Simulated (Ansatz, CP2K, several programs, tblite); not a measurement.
Energy against volume for CdSiSb₂, ordered on the zincblende lattice (P-4m2) with 8 atoms a cell, at fixed shape and fractional coordinates, computed by several methods (PBE and r2SCAN, where shown, with plane waves in Ansatz); the cell shown is that of r2SCAN. With free coordinates or axes held, a curve is too stiff, and on another method's shape its minimum isn't the method's own volume. The symmetry is P-4m2 (No. 115, tetragonal); conventional cell a = 4.383 Å, c = 12.839 Å, 30.83 Å³ an atom. Around Cd lie 4 Sb at 2.78–2.82 Å; around Sb lie 4 Cd at 2.78 Å; around Sb lie 2 Si at 2.62 Å and 2 Cd at 2.82 Å; around Si lie 4 Sb at 2.62–2.64 Å; around Sb lie 4 Si at 2.64 Å. The cell comes from a prototype generator: it can be a known phase or a hypothetical one. Spin polarisation is off. Energies count from each curve's lowest point; fits are third-order Birch-Murnaghan.

```
Cd Sb Si
1.0
     4.38280    0.00000    0.00000
     0.00000    4.38280    0.00000
     0.00000    0.00000   12.83913
Cd Sb Si
2 4 2
Direct
  0.50000 0.00000 0.86622
  0.00000 0.50000 0.13378
  0.50000 0.50000 0.00000
  0.00000 0.00000 0.27257
  0.50000 0.50000 0.50000
  0.00000 0.00000 0.72743
  0.50000 0.00000 0.38475
  0.00000 0.50000 0.61525
```

PBE/SZV (CP2K), on the shape of the cell shown:
```
V (Å³/atom)  E (meV/atom)
     27.129        262.00
     28.978        123.28
     30.828         42.81
     32.678          5.02
     34.528          0.00
```
The lowest point is an end point, so the minimum isn't bracketed.

r2SCAN, on the shape of its own relaxed cell:
```
V (Å³/atom)  E (meV/atom)
     28.978         18.40
     29.903          4.32
     30.828          0.00
     31.753          3.81
     32.678         14.44
```
V₀ = 30.83 Å³ an atom and B₀ = 47 GPa.

Problem. PBE/DZVP (CP2K), on the shape of the cell shown, gives

| V (Å³/atom) | E (meV/atom) |
| --- | --- |
| 27.129 | 137.15 |
| 28.978 | 47.91 |
| 30.828 | 6.54 |
| 32.678 | 0.00 |
| 34.528 | 18.90 |

What equilibrium volume and bulk modulus follow?

Solution. V₀ = 32.15 Å³ an atom and B₀ = 42 GPa.

Problem. PBE, on the shape of its own relaxed cell, gives
```csv
V (Å³/atom),E (meV/atom)
29.875,16.44
30.829,3.85
31.782,0.00
32.736,3.48
33.689,13.14
```
What equilibrium volume and bulk modulus follow?

Solution. V₀ = 31.78 Å³ an atom and B₀ = 41 GPa.

Problem. GFN1-xTB (tblite), on the shape of the cell shown, as a cluster of 32 atoms at the zone centre, gives

| V (Å³/atom) | E (meV/atom) |
| --- | --- |
| 27.129 | 178.53 |
| 28.978 | 67.49 |
| 30.828 | 13.21 |
| 32.678 | 0.00 |
| 34.528 | 16.75 |

What equilibrium volume and bulk modulus follow?

Solution. V₀ = 32.47 Å³ an atom and B₀ = 47 GPa.
